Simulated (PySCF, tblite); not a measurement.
**C6H11FS: a rotation path, then NMR shifts on frames**

Aim: move C6H11FS (`CC(C)/C=C/SCF`) away from its starting geometry and see how NMR shifts follow the geometry.

Programs: tblite 0.8.0 and PySCF 2.14.0, with density-fitted response routines of our own. Each step states its level of theory. These are calculated values for one molecule in the gas phase, unless marked as measured. Atoms are numbered from 0 throughout.

## Step 1: The molecule as given

19 atoms, charge 0, multiplicity 1; geometry from: GFN2-xTB.

Bonds of the start (Å): C0–C1 1.53, C1–C2 1.53, C1–C3 1.50, C3–C4 1.32, C4–S5 1.77, S5–C6 1.82, C6–F7 1.36, C0–H8 1.09, C0–H9 1.09, C0–H10 1.09, C1–H11 1.10, C2–H12 1.09, C2–H13 1.09, C2–H14 1.09, C3–H15 1.08, C4–H16 1.08, C6–H17 1.09, C6–H18 1.09.

## Step 2: The rotation path with GFN2-xTB

What the job is given:

```
{"job": {"kind": "neb", "xc": "GFN2-xTB", "basis": "xTB", "atoms": [7, 6, 5, 4], "turn": 120}, "charge": 0, "multiplicity": 1}
C     -1.807889     0.642263     1.443636
C     -1.318264    -0.093617     0.194851
C     -2.099013    -1.394902    -0.000444
C      0.144020    -0.394252     0.322515
C      1.061849     0.049615    -0.519758
S      2.779032    -0.344297    -0.386545
C      3.441864     0.845350    -1.589357
F      3.075440     0.540894    -2.865474
H     -1.655934     0.028305     2.328507
H     -2.868592     0.866702     1.357844
H     -1.264409     1.575378     1.574117
H     -1.475169     0.547332    -0.679326
H     -1.969125    -2.046932     0.860426
H     -1.749050    -1.919395    -0.886542
H     -3.159496    -1.183679    -0.117196
H      0.431800    -1.014895     1.159083
H      0.823331     0.658365    -1.377991
H      4.531226     0.798203    -1.527981
H      3.068576     1.848813    -1.367651
```

Level: GFN2-xTB climbing-image nudged elastic band, gas phase.

Started as:

```console
$ OMP_NUM_THREADS=1 python probes_run.py task.json out
```

One launch serves the whole session: the jobs run in the order shown.

The log of the run:

```text
image   E - E0 / eV
  0       0.0000
  1       0.0160
  2       0.0563
  3       0.1023
  4       0.1191
  5       0.0907
  6       0.0443
  7       0.0112
  8      -0.0004
```

Run time: 12 s. Hardware: 1 thread, shared host.

The final band, with the dihedral F7–C6–S5–C4:

```csv
image,dihedral (°),energy (eV),energy (kcal/mol)
0,-68,0.000,0.0
1,-52,0.016,0.4
2,-36,0.056,1.3
3,-17,0.102,2.4
4,3,0.119,2.7
5,23,0.091,2.1
6,40,0.044,1.0
7,55,0.011,0.3
8,69,0.000,0.0
```

## Step 3: NMR shieldings: image 0, PBE0/pcSseg-1

What the job is given:

```
{"job": {"kind": "nmr", "xc": "PBE0", "basis": "pcSseg-1", "pop": false}, "charge": 0, "multiplicity": 1}
C     -1.807900     0.642300     1.443600
C     -1.318300    -0.093600     0.194900
C     -2.099000    -1.394900    -0.000400
C      0.144000    -0.394300     0.322500
C      1.061800     0.049600    -0.519800
S      2.779000    -0.344300    -0.386500
C      3.441900     0.845400    -1.589400
F      3.075400     0.540900    -2.865500
H     -1.655900     0.028300     2.328500
H     -2.868600     0.866700     1.357800
H     -1.264400     1.575400     1.574100
H     -1.475200     0.547300    -0.679300
H     -1.969100    -2.046900     0.860400
H     -1.749000    -1.919400    -0.886500
H     -3.159500    -1.183700    -0.117200
H      0.431800    -1.014900     1.159100
H      0.823300     0.658400    -1.378000
H      4.531200     0.798200    -1.528000
H      3.068600     1.848800    -1.367700
```

Level: GIAO PBE0/pcSseg-1 NMR shielding, non-relativistic, gas phase.

The log of the run:

```text
coarse grid: 16048 points
cycle   1  E = -732.5559679515  dE =  8.157e-01  |g| = 5.815e-01  |ddm| = 3.789e+00
cycle   2  E = -732.5039094776  dE =  5.206e-02  |g| = 7.979e-01  |ddm| = 9.965e-01
cycle   3  E = -732.6267152827  dE = -1.228e-01  |g| = 8.962e-02  |ddm| = 6.141e-01
cycle   4  E = -732.6282561754  dE = -1.541e-03  |g| = 4.032e-02  |ddm| = 1.068e-01
cycle   5  E = -732.6286107460  dE = -3.546e-04  |g| = 1.354e-02  |ddm| = 3.783e-02
cycle   6  E = -732.6286510814  dE = -4.034e-05  |g| = 3.462e-03  |ddm| = 1.266e-02
cycle   7  E = -732.6286537038  dE = -2.622e-06  |g| = 7.137e-04  |ddm| = 3.351e-03
final grid: 149696 points
cycle   8  E = -732.6879954470  dE = -5.029e-05  |g| = 1.086e-02  |ddm| = 3.716e-02
cycle   9  E = -732.6879784921  dE =  1.695e-05  |g| = 1.366e-02  |ddm| = 2.123e-02
cycle  10  E = -732.6880243405  dE = -4.585e-05  |g| = 1.339e-03  |ddm| = 1.295e-02
cycle  11  E = -732.6880247343  dE = -3.938e-07  |g| = 4.190e-04  |ddm| = 1.393e-03
cycle  12  E = -732.6880247752  dE = -4.088e-08  |g| = 1.217e-04  |ddm| = 4.714e-04
cycle  13  E = -732.6880247784  dE = -3.180e-09  |g| = 3.018e-05  |ddm| = 1.218e-04
cycle  14  E = -732.6880247786  dE = -1.962e-10  |g| = 6.983e-06  |ddm| = 3.250e-05
converged SCF energy = -732.6880247786

GIAO shielding tensors (ppm)
atom      isotropic    diamagn.    paramagn.     s11        s22        s33       span
  0 C      161.309     247.631     -86.322    145.453    153.203    185.272     39.820
  1 C      147.181     244.091     -96.910    140.392    141.074    160.078     19.686
  2 C      161.375     247.325     -85.950    145.128    153.521    185.477     40.349
  3 C       42.980     256.801    -213.821    -69.145     58.563    139.521    208.666
  4 C       57.747     259.064    -201.316    -37.294     81.051    129.485    166.779
  5 S      411.770    1056.274    -644.504    245.225    411.962    578.123    332.898
  6 C       94.058     243.712    -149.654     48.471     91.650    142.053     93.582
  7 F      389.794     475.927     -86.133    326.921    380.921    461.541    134.620
  8 H       30.825      30.666       0.159     27.781     28.972     35.722      7.941
  9 H       30.551      29.757       0.794     26.530     27.921     37.203     10.673
 10 H       30.541      30.603      -0.062     26.220     28.890     36.514     10.294
 11 H       29.470      33.386      -3.916     26.921     28.423     33.066      6.145
 12 H       30.842      30.394       0.448     27.791     28.965     35.769      7.978
 13 H       30.518      30.173       0.345     26.103     28.953     36.497     10.394
 14 H       30.548      29.502       1.047     26.530     27.885     37.231     10.701
 15 H       26.121      34.144      -8.023     22.493     24.772     31.097      8.603
 16 H       25.537      35.430      -9.894     21.861     23.912     30.837      8.976
 17 H       26.062      26.571      -0.509     20.593     26.365     31.227     10.634
 18 H       25.921      29.223      -3.302     20.189     27.322     30.250     10.061
```

It took 1.8 min on 1 thread, shared host.

The references, computed at this level on geometries of the same kind, shield at (ppm): 1H TMS 31.72, 13C TMS 186.9, 19F CFCl3 170.9, 33S CS2 504. Their shielding less the atom's gives the shift. The references are single molecules in the gas phase, so shifts against H2O, NH3, PH3, H3PO4 or CFCl3 are not on the usual liquid scales and can be off by tens of ppm. Each atom is listed at this fixed geometry, with no averaging over motion; a spectrum would average atoms that exchange fast.

```csv
atoms,environment,σ (ppm),δ (ppm)
C3,alkene CH,43.0,143.9
C4,alkene CH,57.7,129.2
C6,sp3 CH2 bonded to F and S,94.1,92.9
C1,allylic sp3 CH,147.2,39.7
C0,methyl carbon,161.3,25.6
C2,methyl carbon,161.4,25.5
H16,hydrogen on an alkene CH,25.54,6.18
H18,hydrogen on an sp3 CH2 bonded to F and S,25.92,5.80
H17,hydrogen on an sp3 CH2 bonded to F and S,26.06,5.66
H15,hydrogen on an alkene CH,26.12,5.60
H11,hydrogen on an allylic sp3 CH,29.47,2.25
H13,hydrogen on a methyl carbon,30.52,1.20
H10,hydrogen on a methyl carbon,30.54,1.18
H14,hydrogen on a methyl carbon,30.55,1.17
H9,hydrogen on a methyl carbon,30.55,1.17
H8,hydrogen on a methyl carbon,30.82,0.89
H12,hydrogen on a methyl carbon,30.84,0.88
S5,sulfide sulfur,412,92
F7,fluorine on an sp3 carbon,389.8,-218.8
```

The fields below are evaluated on a grid from the run's orbitals.

Frontier orbitals at PBE0/pcSseg-1, with the share of their density that lies nearest to each atom:

```csv
orbital,energy (eV),lies on
HOMO,-6.35,S5 49 %; C3 22 %; C4 13 %
LUMO,0.18,"C3, C4 about 28 % each; H15, H16 about 8 % each; S5 8 %"
```

ELF in a plane through or near 7 of the atoms.

Ten even steps from ' ' (0.00) to '@' (1.00):
```
                                                        
                                                        
                                                        
                              ==##++                    
                            ::@@@@@@::                  
                            ..@@@@@@==::..              
            **##::    ..--..  ++@@++==##++::            
        ....##@@++    ==++==  ..++--::%%**::            
      ::##++##@@++  ::******----####++**==..            
      **@@@@::..**..++--==######::##::                  
      --****....++..++--::****##::##--..                
          ..==--....--******==--####==##**::            
          ::++--    ..==++++..  ==::..%%##==            
          ::==--      ..----  --%%%%==****::            
                              @@@@@@**....              
                              @@@@@@++                  
                              ::##**..                  
                                                        
                                                        
                                                        
```
The map spans 14.8 Å across and 9.5 Å up, centred on the molecule. Atoms in the plane (x, y in Å): C0 (2.1, 1.3), C1 (1.3, 0.0), C2 (2.2, -1.2), C4 (-1.1, -0.1), C6 (-3.8, 0.1), H10 (1.5, 2.2), H13 (1.6, -2.1).

On the surface of density 0.002 e/bohr³ the electrostatic potential runs, from the 1st to the 99th percentile, from -1.02 V near F7 to 1.13 V near H17.

## Step 4: NMR shieldings: image 2, PBE0/pcSseg-1

What the job is given:

```
{"job": {"kind": "nmr", "xc": "PBE0", "basis": "pcSseg-1", "pop": false}, "charge": 0, "multiplicity": 1}
C     -1.855500     0.666600     1.378900
C     -1.325900    -0.115500     0.176400
C     -2.064900    -1.447100     0.026500
C      0.140900    -0.370200     0.351500
C      1.058200     0.056700    -0.499900
S      2.774700    -0.326300    -0.362400
C      3.479300     0.854500    -1.576100
F      2.673300     1.034200    -2.652100
H     -1.695000     0.103900     2.295700
H     -2.920800     0.856300     1.272500
H     -1.340000     1.620300     1.465900
H     -1.481700     0.477400    -0.731700
H     -1.915700    -2.066600     0.908300
H     -1.695800    -1.988900    -0.841200
H     -3.131400    -1.275900    -0.101600
H      0.425200    -0.940000     1.225100
H      0.811300     0.619700    -1.385400
H      4.419600     0.422100    -1.925300
H      3.634400     1.828000    -1.102400
```

With the program's defaults for keys left out, this is: GIAO PBE0/pcSseg-1 NMR shielding, non-relativistic, gas phase.

The log of the run:

```text
coarse grid: 16048 points
cycle   1  E = -732.5538157050  dE =  8.171e-01  |g| = 5.725e-01  |ddm| = 3.786e+00
cycle   2  E = -732.5032711363  dE =  5.054e-02  |g| = 7.793e-01  |ddm| = 1.011e+00
cycle   3  E = -732.6233415545  dE = -1.201e-01  |g| = 8.993e-02  |ddm| = 6.298e-01
cycle   4  E = -732.6249116018  dE = -1.570e-03  |g| = 4.021e-02  |ddm| = 1.096e-01
cycle   5  E = -732.6252644872  dE = -3.529e-04  |g| = 1.331e-02  |ddm| = 3.789e-02
cycle   6  E = -732.6253033099  dE = -3.882e-05  |g| = 3.550e-03  |ddm| = 1.268e-02
cycle   7  E = -732.6253060616  dE = -2.752e-06  |g| = 7.220e-04  |ddm| = 3.433e-03
final grid: 149696 points
cycle   8  E = -732.6843847431  dE = -4.670e-05  |g| = 1.055e-02  |ddm| = 3.648e-02
cycle   9  E = -732.6843683419  dE =  1.640e-05  |g| = 1.324e-02  |ddm| = 2.090e-02
cycle  10  E = -732.6844123523  dE = -4.401e-05  |g| = 1.351e-03  |ddm| = 1.288e-02
cycle  11  E = -732.6844127684  dE = -4.161e-07  |g| = 3.983e-04  |ddm| = 1.448e-03
cycle  12  E = -732.6844128053  dE = -3.691e-08  |g| = 1.125e-04  |ddm| = 4.396e-04
cycle  13  E = -732.6844128080  dE = -2.722e-09  |g| = 2.789e-05  |ddm| = 1.169e-04
cycle  14  E = -732.6844128082  dE = -1.719e-10  |g| = 6.110e-06  |ddm| = 3.008e-05
converged SCF energy = -732.6844128082

GIAO shielding tensors (ppm)
atom      isotropic    diamagn.    paramagn.     s11        s22        s33       span
  0 C      161.330     247.675     -86.345    145.270    153.462    185.258     39.987
  1 C      146.838     244.102     -97.264    139.760    140.809    159.944     20.185
  2 C      161.385     247.352     -85.967    145.221    153.496    185.439     40.218
  3 C       44.867     256.703    -211.836    -67.299     60.932    140.967    208.266
  4 C       63.719     259.805    -196.086    -34.375     80.178    145.355    179.730
  5 S      442.690    1056.386    -613.697    324.524    380.351    623.194    298.670
  6 C       99.285     240.535    -141.249     57.698     89.615    150.542     92.844
  7 F      414.287     478.589     -64.302    348.107    416.770    477.984    129.877
  8 H       30.843      30.705       0.138     27.779     29.021     35.730      7.952
  9 H       30.594      29.796       0.798     26.560     27.937     37.284     10.724
 10 H       30.547      30.646      -0.098     26.230     28.919     36.493     10.264
 11 H       29.486      33.364      -3.878     26.976     28.370     33.112      6.135
 12 H       30.864      30.431       0.432     27.791     29.010     35.790      7.998
 13 H       30.555      30.245       0.310     26.173     28.985     36.507     10.334
 14 H       30.587      29.526       1.061     26.549     27.925     37.286     10.737
 15 H       26.140      34.222      -8.081     22.672     24.692     31.056      8.384
 16 H       25.405      34.583      -9.178     20.963     23.840     31.412     10.450
 17 H       26.085      26.185      -0.100     21.358     25.473     31.425     10.067
 18 H       25.774      27.701      -1.927     19.676     26.597     31.050     11.374
```

Run time: 74 s. Hardware: 1 thread, shared host.

In short: δ C3 142.1, C4 123.2, C6 87.6, C1 40.1, H16 6.31, H18 5.94 ppm.

(Part 1 of 2 ends here.)
